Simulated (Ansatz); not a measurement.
# SnH4O3: a ladder of functionals and wavefunction methods

The task here is to estimate one member of a computed series from the others.

The runs use Ansatz 0.2.0, Gaussian basis; functionals in def2-TZVPP, the program's frozen cores in correlated methods.

Plan: LDA (SPW92), PBE-D4, revPBE-D4, BLYP-D4, r2SCAN-D4, B97M-V, PBE0-D4, B3LYP-D4, r2SCANh-D4, r2SCAN0-D4, HSE06-D4, BHLYP-D4, CAM-B3LYP-D4, LC-ωPBE, ωB97X-V, ωB97M-V, B2PLYP, PBE-QIDH; CCSD(T)/def2-SVP; CCSD(T)/def2-TZVPP; MP2/def2-QZVPP; extrapolation to the limit; RPA on PBE.

### Structure used throughout

The geometry comes from an earlier relaxation with PBE0-D4 in a triple-zeta def2 set; it is a stationary point, not always the lowest conformer. Sn takes the def2 core potential; no spin-orbit term is included.

SMILES `[OH][SnH]([OH])[OH]`, 8 atoms, charge 0, spin multiplicity 1.

Atoms are counted from 1 here; the program's logs count them from 0.

Bond lengths: O1–Sn2 1.953 Å, O1–H5 0.961 Å, Sn2–O3 1.953 Å, Sn2–O4 1.953 Å, Sn2–H6 1.690 Å, O3–H7 0.961 Å, O4–H8 0.961 Å. Angles: Sn2–O1–H5 111.9°, O1–Sn2–O3 106.8°, O1–Sn2–O4 106.8°, O1–Sn2–H6 112.0°, O3–Sn2–O4 106.6°, O3–Sn2–H6 112.1°, O4–Sn2–H6 112.1°, Sn2–O3–H7 111.8°, Sn2–O4–H8 111.9°.

As a file:

```
O    -1.1455    1.1196   -0.8395
Sn    0.0523    0.3120    0.4753
O     1.7840    0.0882   -0.4001
O    -0.6305   -1.4832    0.8319
H    -0.7299    1.1985   -1.7025
H     0.1666    1.2414    1.8823
H     1.9784   -0.8362   -0.5774
H    -1.3832   -1.6976    0.2742
```

Set-up of the first run:

File in.yaml:

```yaml
crystal:
  periodic: [false, false, false]
  atoms:
    - {symbol: O, position_ang: [-1.145499, 1.119639, -0.839515]}
    - {symbol: Sn, position_ang: [0.052302, 0.311994, 0.475268]}
    - {symbol: O, position_ang: [1.783994, 0.088231, -0.400149]}
    - {symbol: O, position_ang: [-0.630521, -1.483163, 0.831938]}
    - {symbol: H, position_ang: [-0.729929, 1.198457, -1.702489]}
    - {symbol: H, position_ang: [0.166589, 1.241422, 1.882347]}
    - {symbol: H, position_ang: [1.978376, -0.836167, -0.577360]}
    - {symbol: H, position_ang: [-1.383211, -1.697612, 0.274160]}
basis:
  gaussian: {orbitals: def2-TZVPP}
hamiltonian: {xc: lda}
output: {orbitals: {seedname: orbitals}}
```

The run is started by

```console
ansatz run in.yaml --threads 4 --pin off --events-out ev --progress --plain --max-ram 10444MiB
```

Among the steps run: LDA; PBE-D4 (GGA); revPBE-D4 (GGA); BLYP-D4 (GGA); r2SCAN-D4 (meta-GGA); B97M-V (meta-GGA); PBE0-D4 (hybrid); B3LYP-D4 (hybrid); r2SCANh-D4 (hybrid); r2SCAN0-D4 (hybrid); HSE06-D4 (hybrid); BHLYP-D4 (hybrid); CAM-B3LYP-D4 (range-separated); LC-ωPBE (range-separated); ωB97X-V (range-separated); ωB97M-V (range-separated); B2PLYP (double hybrid); PBE-QIDH (double hybrid).

One table of the session follows, with a row left open; its other results are not shown here.

It belongs to the step «Orbital energies across the functionals». 

```
  functional  HOMO (eV)  gap (eV)
 LDA (SPW92)      -7.26      5.12
      PBE-D4      -7.07      5.19
   revPBE-D4      -7.00      5.23
     BLYP-D4      -6.99      5.09
   r2SCAN-D4      -7.45      5.90
      B97M-V      -7.54      5.87
     PBE0-D4      -8.73      7.82
    B3LYP-D4      -8.48      7.19
  r2SCANh-D4      -8.07      6.87
  r2SCAN0-D4          ?         ?
    HSE06-D4      -8.33      7.04
    BHLYP-D4     -10.33     10.28
CAM-B3LYP-D4     -10.22     10.23
     LC-ωPBE     -11.58     12.95
     ωB97X-V     -11.23     12.41
     ωB97M-V     -11.14     12.06
```

Q: Estimate the row for r2SCAN0-D4 from the others.

Worked estimate for «HOMO (eV)». Against the share of exact exchange, r2SCAN-D4 (0, -7.45), r2SCANh-D4 (0.1, -8.07) give a slope of -6.20 per unit share; at 0.25 the line stands at -9.00.

**Answer.** HOMO (eV): -9.01; gap (eV): 8.31. In «HOMO (eV)» the line misses by +0.01.
